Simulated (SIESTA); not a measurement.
The system is MoW2Se6, a slab with vacuum.

```xyz
9
Lattice="3.3240 0.0000 0.0000 -1.6620 2.8786 0.0000 0.0000 0.0000 30.7134" Properties=species:S:1:pos:R:3 pbc="T T T"
W     0.0000    1.9191   10.6575
W     0.0000    0.0000   17.7627
Mo    0.0000    0.0000    3.5514
Se    0.0000    0.0000    8.9754
Se    0.0000    1.9191   19.4437
Se    0.0000    1.9191    5.2247
Se    0.0000    1.9191   16.0809
Se    0.0000    1.9191    1.8787
Se    0.0000    0.0000   12.3381
```

| Property | Result |
| --- | --- |
| Program | SIESTA 5.4.2 |
| Task | single point |
| Functional | PBEsol |
| Potentials or basis | PseudoDojo 0.4 standard (PBEsol files) |
| Basis | DZP (energy shift 0.003 Ry; two zetas on semicore shells) |
| Grid cutoff | 800 Ry |
| Energy shift | 0.003 Ry |
| k mesh | 9 × 9 × 1 |
| Occupations | fermi-dirac, width 0.05 eV |
| Spin | no spin polarisation |

On this cell: largest force 0.448 eV/Å; band gap on the k mesh 1.20 eV, direct.

The same run follows on a disturbed copy (atoms moved at random, drawn with an rms of 0.05 Å):

```
W Mo Se
1.0
     3.32396    0.00000    0.00000
    -1.66198    2.87863    0.00000
     0.00000    0.00000   30.71338
W Mo Se
2 1 6
Cartesian
  -0.0402 1.9517 10.6503
  0.0420 -0.0241 17.7505
  -0.0439 0.0069 3.5414
  0.0347 -0.0279 8.9440
  0.0171 1.9373 19.4753
  -0.0251 1.9226 5.2364
  0.0148 1.9419 16.0687
  -0.0197 1.9512 1.8729
  0.0246 0.0245 12.3166
```

Problem. What changes?

Solution. The energy moves by +9.9 meV/atom; largest force 1.507 eV/Å; band gap on the k mesh 1.18 eV, direct.

Forces on the atoms (eV/Å):
```
W    1.266 -0.606 -0.549
W   -0.462  0.768  0.579
Mo   0.372  0.192  0.395
Se  -0.674  0.497 -0.137
Se   0.209 -0.350 -0.309
Se  -0.152  0.016  0.011
Se   0.255 -0.417 -0.394
Se  -0.217 -0.210 -0.294
Se  -0.593  0.106  0.696
```

Stress tensor (GPa, compression positive):
```
-0.65 -0.33  0.09
-0.33 -1.42 -0.10
 0.09 -0.10  0.21
```

Caveats: short orbitals over semicore shells can move pressures by several GPa; spin-orbit coupling is left out, which moves the levels of the heavy elements; the basis of atomic orbitals isn't converged, which shifts pressures, moduli and gaps.

A k mesh can miss the band edges.
